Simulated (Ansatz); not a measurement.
# CH5BClN (SMILES CNBCl) at PBE/def2-SVP

What is the energy change on altering one bond length of CH5BClN at PBE/def2-SVP? 

The calculation is run with Ansatz 0.2.0.

128 further runs of the same task are left out: 128 set aside as unsound or not needed.

**1. Starting point**

CH5BClN: 9 atoms, total charge 0, spin state singlet. SMILES: `CNBCl`. Geometry: relaxed at PBE0-D4/def2-TZVP. This is one conformer, not always the lowest.

Bond lengths: C1–N2 1.445 Å, N2–B3 1.381 Å, B3–Cl4 1.771 Å, C1–H5 1.094 Å, C1–H6 1.094 Å, C1–H7 1.090 Å, N2–H8 1.009 Å, B3–H9 1.192 Å. Some angles: C1–N2–B3 126.0°, N2–B3–Cl4 119.6°, C1–N2–H8 115.0°, B3–N2–H8 119.0°, N2–C1–H5 111.4°, N2–C1–H6 111.4°, N2–C1–H7 109.2°, N2–B3–H9 121.5°, Cl4–B3–H9 118.9°, H5–C1–H6 108.3°.

**2. A single-point energy at PBE/def2-SVP**

File input.yaml:

```yaml
crystal:
  periodic: [false, false, false]
  atoms:
    - symbol: C
      position_ang: [0.510100, 0.482100, -0.973400]
    - symbol: "N"
      position_ang: [-0.407900, -0.226000, -0.111700]
    - symbol: B
      position_ang: [-0.261100, -0.415200, 1.248200]
    - symbol: Cl
      position_ang: [-1.495300, -1.314500, 2.144800]
    - symbol: H
      position_ang: [0.907000, -0.170400, -1.756500]
    - symbol: H
      position_ang: [0.027900, 1.338900, -1.452800]
    - symbol: H
      position_ang: [1.346700, 0.849900, -0.380000]
    - symbol: H
      position_ang: [-1.220500, -0.605500, -0.573900]
    - symbol: H
      position_ang: [0.681600, 0.014200, 1.838200]
basis:
  gaussian: {orbitals: def2-SVP}
hamiltonian: {xc: {name: PBE}}
accuracy: high
output: {orbitals: {seedname: orbitals}}
```

On the command line:

```bash
$ ansatz run input.yaml --threads 1 --pin off --max-ram 3480MiB --events-out events.jsonl --progress --plain --runs-dir runs
```

Log:

```text
Warning: RAYON_NUM_THREADS=1 ignored (pool sized by the plan → 1); use --threads N
Functional definition: PBE
  name "PBE"
  parameter kappa = 0.804
  parameter beta = 0.06672455060314922
  exchange = pbe_x(kappa = kappa, mu = beta*pi^2/3)
  correlation = pbe_c(beta = beta)
2017 factors; integrals over basis functions are off by at most 8.2e-9 eV
mean field evaluation 1: about -15785.2518 eV, gradient 5.9e1 eV
mean field evaluation 2: about -15760.7696 eV, gradient 1.1e2 eV
mean field evaluation 4: about -15793.4832 eV, gradient 7.3e0 eV
mean field evaluation 8: about -15793.6099 eV, gradient 3.8e-1 eV
mean field evaluation 16: about -15793.6103 eV, gradient 5.5e-6 eV
mean field -15793.61029890 eV, -580.4044731911 hartree, gradient 3.4e-8 eV, S^2 0.000000; 0 other end points of the search recorded, 0 dependent functions left out
reference -15793.61030191 eV, -580.4044733017 hartree; 20, 20 occupied and 65, 65 virtual orbitals, 2017 factors
Total energy: -15793.61030191 eV, -580.4044733017 hartree
```

Run time: 4.8 s. Hardware: 1 thread of Arm Neoverse V2, shared host; peak memory 0.22 GiB.

**3. The distorted shape, same level**

File molecule.yaml:

```yaml
crystal:
  periodic: [false, false, false]
  atoms:
    - {symbol: C, position_ang: [0.488085, 0.510473, -1.177338]}
    - {symbol: N, position_ang: [-0.429915, -0.197627, -0.315638]}
    - {symbol: B, position_ang: [-0.261100, -0.415200, 1.248200]}
    - {symbol: Cl, position_ang: [-1.495300, -1.314500, 2.144800]}
    - {symbol: H, position_ang: [0.884985, -0.142027, -1.960438]}
    - {symbol: H, position_ang: [0.005885, 1.367273, -1.656738]}
    - {symbol: H, position_ang: [1.324685, 0.878273, -0.583938]}
    - {symbol: H, position_ang: [-1.242515, -0.577127, -0.777838]}
    - {symbol: H, position_ang: [0.681600, 0.014200, 1.838200]}
basis:
  gaussian:
    orbitals: def2-SVP
accuracy: high
output:
  orbitals: {seedname: orbitals}
hamiltonian:
  xc: {name: PBE}
```

On the command line:

```bash
$ ansatz run molecule.yaml --threads 1 --pin off --max-ram 3480MiB --events-out events.jsonl --progress --plain --runs-dir runs
```

Log, cut to the lines that bear on the results:

```text
Warning: RAYON_NUM_THREADS=1 ignored (pool sized by the plan → 1); use --threads N
[... 6 set-up lines as earlier in the session ...]
2005 factors; integrals over basis functions are off by at most 6.1e-9 eV
mean field evaluation 1: about -15784.7552 eV, gradient 5.8e1 eV
mean field evaluation 2: about -15747.5448 eV, gradient 1.2e2 eV
mean field evaluation 4: about -15792.8912 eV, gradient 8.4e0 eV
mean field evaluation 8: about -15793.0687 eV, gradient 2.2e-1 eV
mean field evaluation 16: about -15793.0688 eV, gradient 2.7e-6 eV
mean field -15793.06881445 eV, -580.3845740044 hartree, gradient 6.2e-8 eV, S^2 0.000000; 0 other end points of the search recorded, 0 dependent functions left out
reference -15793.06881756 eV, -580.3845741187 hartree; 20, 20 occupied and 65, 65 virtual orbitals, 2005 factors
Total energy: -15793.06881756 eV, -580.3845741187 hartree
```

Run time: 4.8 s. Hardware: 1 thread of Arm Neoverse V2, shared host; peak memory 0.21 GiB.

**4. Outcome**

At PBE/def2-SVP:

```
                                                         quantity          value
                                        first shape: total energy  -580.40447 Eh
                                         first shape: HOMO energy       -6.30 eV
                                         first shape: LUMO energy       -0.35 eV
                                       first shape: HOMO–LUMO gap        5.95 eV
                                    distorted shape: total energy  -580.38457 Eh
                                     distorted shape: HOMO energy       -5.77 eV
                                     distorted shape: LUMO energy       -1.13 eV
                                   distorted shape: HOMO–LUMO gap        4.64 eV
energy change with the N2–B3 bond stretched from 1.381 to 1.588 Å       0.541 eV
```

In words: With the N2–B3 bond stretched from 1.381 to 1.588 Å the energy rises by 0.54 eV (52.2 kJ/mol). The first shape isn't relaxed at this level, so the change isn't measured from a minimum.
